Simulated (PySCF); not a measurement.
# LiSe⁺ (triplet) at other levels of theory

What do other methods print for LiSe⁺ (triplet)?

The runs use PySCF 2.14.0; method and basis as typed in the scripts.

3 further runs of the same task are left out: 3 that didn't finish.

## (1) The system as given

LiSe⁺ (triplet): 2 atoms, charge 1, spin multiplicity 3.

Bond lengths: Li1–Se2 2.441 Å.

## (2) The base run

input.py

```python
from pyscf import gto, scf, tdscf

mol = gto.M(
    atom='Li 0 0 0; Se 0 0 2.441',
    basis='x2c-svpall',
    charge=1,
    spin=2,
    verbose=4,
)
mf = scf.UHF(mol)
mf = mf.sfx2c1e()
mf.kernel()
td = tdscf.TDA(mf)
td.nstates = 4
td.kernel()
td.analyze()
mf.dip_moment()
print('orbital energies (hartree):', [e[max(0, n-3):n+3].round(4) for e, n in zip(mf.mo_energy, mol.nelec)])
```

Started as:

```console
$ OMP_NUM_THREADS=1 python input.py
```

## (3) M06l (UKS)

Variant 1 changes functional: none (Hartree–Fock) → m06l; SCF type: UHF → UKS; step after the SCF: tda → analyze.

input.py

```python
from pyscf import gto, dft

mol = gto.M(
    atom='Li 0 0 0; Se 0 0 2.441',
    basis='x2c-svpall',
    charge=1,
    spin=2,
    verbose=4,
)
mf = dft.UKS(mol, xc='m06l')
mf = mf.sfx2c1e()
mf.kernel()
mf.analyze()
print('orbital energies (hartree):', [e[max(0, n-3):n+3].round(4) for e, n in zip(mf.mo_energy, mol.nelec)])
```

## (4) Pbe0 (UKS)

Variant 2 changes functional: none (Hartree–Fock) → pbe0; SCF type: UHF → UKS; step after the SCF: tda → analyze.

input.py

```python
from pyscf import gto, dft

mol = gto.M(
    atom='Li 0 0 0; Se 0 0 2.441',
    basis='x2c-svpall',
    charge=1,
    spin=2,
    verbose=4,
)
mf = dft.UKS(mol, xc='pbe0')
mf = mf.sfx2c1e()
mf.kernel()
mf.analyze()
print('orbital energies (hartree):', [e[max(0, n-3):n+3].round(4) for e, n in zip(mf.mo_energy, mol.nelec)])
```

## (5) X3lyp (UKS)

Variant 3 changes functional: none (Hartree–Fock) → x3lyp; SCF type: UHF → UKS; step after the SCF: tda → analyze.

input.py

```python
from pyscf import gto, dft

mol = gto.M(
    atom='Li 0 0 0; Se 0 0 2.441',
    basis='x2c-svpall',
    charge=1,
    spin=2,
    verbose=4,
)
mf = dft.UKS(mol, xc='x3lyp')
mf = mf.sfx2c1e()
mf.kernel()
mf.analyze()
print('orbital energies (hartree):', [e[max(0, n-3):n+3].round(4) for e, n in zip(mf.mo_energy, mol.nelec)])
```

## (6) 0.5*hf+0.5*b88,lyp (UKS)

Variant 4 changes functional: none (Hartree–Fock) → 0.5*hf+0.5*b88,lyp; SCF type: UHF → UKS; step after the SCF: tda → analyze.

input.py

```python
from pyscf import gto, dft

mol = gto.M(
    atom='Li 0 0 0; Se 0 0 2.441',
    basis='x2c-svpall',
    charge=1,
    spin=2,
    verbose=4,
)
mf = dft.UKS(mol, xc='0.5*hf+0.5*b88,lyp')
mf = mf.sfx2c1e()
mf.kernel()
mf.analyze()
print('orbital energies (hartree):', [e[max(0, n-3):n+3].round(4) for e, n in zip(mf.mo_energy, mol.nelec)])
```

## (7) Scan (UKS)

Variant 5 changes functional: none (Hartree–Fock) → scan; SCF type: UHF → UKS; step after the SCF: tda → analyze.

input.py

```python
from pyscf import gto, dft

mol = gto.M(
    atom='Li 0 0 0; Se 0 0 2.441',
    basis='x2c-svpall',
    charge=1,
    spin=2,
    verbose=4,
)
mf = dft.UKS(mol, xc='scan')
mf = mf.sfx2c1e()
mf.kernel()
mf.analyze()
print('orbital energies (hartree):', [e[max(0, n-3):n+3].round(4) for e, n in zip(mf.mo_energy, mol.nelec)])
```

What does the calculation give? Wanted: for each run, E(SCF); from base; gap, α spin; after the SCF.

The runs gave:

| run | E(SCF) (hartree) | from base (eV) | cycles | gap, α spin (eV) | after the SCF |
| --- | --- | --- | --- | --- | --- |
| base | -2434.919594 | 0 | 10 | 12.63 | lowest root found 1.08 eV |
| m06l (UKS) | -2436.631890 | not comparable | 8 | 6.70 | n/a |
| pbe0 (UKS) | -2436.410243 | not comparable | 8 | 8.33 | n/a |
| x3lyp (UKS) | -2436.643628 | not comparable | 8 | 7.71 | n/a |
| 0.5*hf+0.5*b88,lyp (UKS) | -2436.691294 | not comparable | 8 | 9.62 | n/a |
| scan (UKS) | -2436.895818 | not comparable | 8 | 7.81 | n/a |

In words: The α-spin gap between the frontier levels is 6.7 eV with m06l (0 % exact exchange) and 8.3 eV with pbe0 (25 %): exact exchange opens it. Total energies of different functionals can't be compared with each other; differences within one functional can.
